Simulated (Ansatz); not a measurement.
# AlCo3: the cost of one run

Computed with Ansatz 0.2.0 (DFT PBEsol, scalar-relativistic, plane waves, PAW, unless a step's input says otherwise).

1 further run of the same task is left out (set aside as unsound or not needed). Runs told in other sessions of the task aren't counted.

## 1. The structure to begin with

Symmetry: Pm-3m, No. 221, cubic system. Conventional cell: a = 3.529 Å, b = 3.529 Å, c = 3.529 Å, α = 90.00°, β = 90.00°, γ = 90.00°. Al (site symmetry m-3m) is surrounded by 12 Co at 2.50 Å. Co (site symmetry 4/mmm) has 4 Al at 2.50 Å and 8 Co at 2.50 Å in its first shell of neighbours.

Structure file:

```cif
data_structure
_symmetry_space_group_name_H-M 'Pm-3m'
_symmetry_Int_Tables_number 221
_cell_length_a 3.5293
_cell_length_b 3.5293
_cell_length_c 3.5293
_cell_angle_alpha 90.000
_cell_angle_beta 90.000
_cell_angle_gamma 90.000
_cell_volume 43.96
loop_
_atom_site_label
_atom_site_type_symbol
_atom_site_symmetry_multiplicity
_atom_site_Wyckoff_symbol
_atom_site_fract_x
_atom_site_fract_y
_atom_site_fract_z
_atom_site_occupancy
Al1 Al 1 a 0.00000 0.00000 0.00000 1
Co1 Co 3 c 0.50000 0.50000 0.00000 1
```

It goes back to an entry of the Materials Project, which need not be the stable form.

This cell was relaxed beforehand with the same method: volume 10.99 Å³/atom, gap on the mesh none (metal), site moments up to 1.3 μB.

## 2. The undisturbed cell

File input.yaml:

```yaml
crystal:
  lattice:
    - [3.5293179728, 0.0, 0.0]
    - [0.0, 3.5293179728, 0.0]
    - [0.0, 0.0, 3.5293179728]
  atoms:
    - { symbol: Al, position: [0.0, 0.0, 0.0] }
    - { symbol: Co, position: [0.5, 0.5, 0.0], spin: 1.45 }
    - { symbol: Co, position: [0.5, 0.0, 0.5], spin: 1.45 }
    - { symbol: Co, position: [0.0, 0.5, 0.5], spin: 1.45 }
basis:
  ecutwfc: 420
kpoints:
  mp_grid: { grid: [14, 14, 14] }
hamiltonian:
  xc: pbesol
scf:
  occupations: { method: gaussian, width: 0.15 }
output:
  forces: true
  stress: true
  eigenvalues: true
  populations: true
magnetization:
  spin_polarized: true
```

Command:

```bash
> ansatz run input.yaml --threads 2 --pin off --max-ram 5120MiB --backend cpu --events-out ev --progress --plain --runs-dir out
```

What time and memory should one allow on 2 threads of Arm Neoverse V1, shared host?

About 20 s, with a peak of 0.58 GiB.
